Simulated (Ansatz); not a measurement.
# C₂H₉AlSi: a ladder of functionals and wavefunction methods

Aim: compute C₂H₉AlSi with functionals from several rungs and with coupled cluster, and see how far each lands from CCSD(T) at the basis-set limit for the atomisation energy.

The runs use Ansatz 0.2.0, Gaussian basis; functionals in def2-TZVPP, the program's frozen cores in correlated methods.

The runs, in order: PBE-D4, r2SCAN-D4, PBE0-D4, B3LYP-D4, ωB97X-V, ωB97M-V, B2PLYP; CCSD(T)/def2-TZVPP; MP2/def2-QZVPP; extrapolation to the limit.

## (1) The geometry

All runs share one geometry, relaxed beforehand with PBE0-D4/def2-TZVP.

13 atoms, charge 0, spin multiplicity 1.

Atoms are counted from 1 here; the program's logs count them from 0.

Bond lengths: C1–Al2 1.956 Å, C1–H5 1.096 Å, C1–H6 1.092 Å, C1–H7 1.096 Å, Al2–Si3 2.462 Å, Al2–H8 1.595 Å, Si3–C4 1.886 Å, Si3–H9 1.496 Å, Si3–H10 1.496 Å, C4–H11 1.092 Å, C4–H12 1.092 Å, C4–H13 1.092 Å. Angles: Al2–C1–H5 110.5°, Al2–C1–H6 113.7°, Al2–C1–H7 110.3°, H5–C1–H6 108.0°, H5–C1–H7 106.1°, H6–C1–H7 107.9°, C1–Al2–Si3 122.0°, C1–Al2–H8 118.2°, Si3–Al2–H8 119.8°, Al2–Si3–C4 114.1°, Al2–Si3–H9 109.8°, Al2–Si3–H10 109.7°, C4–Si3–H9 108.8°, C4–Si3–H10 108.8°, H9–Si3–H10 105.3°, Si3–C4–H11 110.8°, Si3–C4–H12 110.8°, Si3–C4–H13 111.1° and more.

## (2) PBE-D4 (GGA)

Contents of in.yaml:

```yaml
crystal:
  periodic: [false, false, false]
  atoms:
    - {symbol: C, position_ang: [-1.922846, 1.396536, -0.072723]}
    - {symbol: Al, position_ang: [-1.225018, -0.192340, -0.976039]}
    - {symbol: Si, position_ang: [0.947937, -1.185088, -0.379900]}
    - {symbol: C, position_ang: [1.859537, -0.273387, 0.996535]}
    - {symbol: H, position_ang: [-2.904067, 1.187812, 0.367903]}
    - {symbol: H, position_ang: [-1.271199, 1.773703, 0.718407]}
    - {symbol: H, position_ang: [-2.079763, 2.206452, -0.794162]}
    - {symbol: H, position_ang: [-2.105277, -0.849604, -2.132500]}
    - {symbol: H, position_ang: [1.829106, -1.238850, -1.587991]}
    - {symbol: H, position_ang: [0.755358, -2.610629, 0.032270]}
    - {symbol: H, position_ang: [1.262567, -0.255489, 1.911174]}
    - {symbol: H, position_ang: [2.060831, 0.761084, 0.709122]}
    - {symbol: H, position_ang: [2.813335, -0.754799, 1.222805]}
basis:
  gaussian: {orbitals: def2-TZVPP}
hamiltonian: {xc: pbe, dispersion: d4}
output: {forces: true, orbitals: {seedname: orbitals}}
```

Launch:

```console
$ ansatz run in.yaml --threads 4 --pin off --events-out ev --progress --plain --max-ram 10444MiB
```

Further steps of the session: r2SCAN-D4 (meta-GGA); PBE0-D4 (hybrid); B3LYP-D4 (hybrid); ωB97X-V (range-separated); ωB97M-V (range-separated); B2PLYP (double hybrid); CCSD(T) in def2-TZVPP; MP2 in def2-QZVPP.

Before running them: what should the planned runs give, taken together? Wanted: atomisation energy, CCSD(T)/CBS; farthest; mean size of error, hybrid; mean size of error, range-separated; gap, smallest and largest; T1 diagnostic; triples share of the correlation energy.

The runs gave:

```
                               quantity                                                   value
        atomisation energy, CCSD(T)/CBS                                         1034.3 kcal/mol
functionals within 5.2 kcal/mol (0.5 %)  PBE-D4, r2SCAN-D4, PBE0-D4, B3LYP-D4, ωB97X-V, ωB97M-V
                               farthest                                 B2PLYP (-13.3 kcal/mol)
             mean size of error, hybrid                                            2.6 kcal/mol
    mean size of error, range-separated                                            1.9 kcal/mol
              gap, smallest and largest                     3.61 eV (PBE-D4), 9.57 eV (ωB97X-V)
                          T1 diagnostic                                                  0.0107
triples share of the correlation energy                                                   3.5 %
```

**Reading.** PBE-D4 misses by +0.2 kcal/mol, or 0.0 kcal/mol for each of 12 bonds. Double hybrids carry the basis error of their MP2 part in triple zeta, and no dispersion term here, so their miss is partly the set-up's. Misses under about 5.2 kcal/mol are within the doubt on the reference itself, which lacks core-valence correlation, relativity and higher excitations. Hartree-Fock recovers 77 % of the binding; the rest is correlation. Orbital gaps span 3.6 to 9.6 eV; exact exchange widens them.
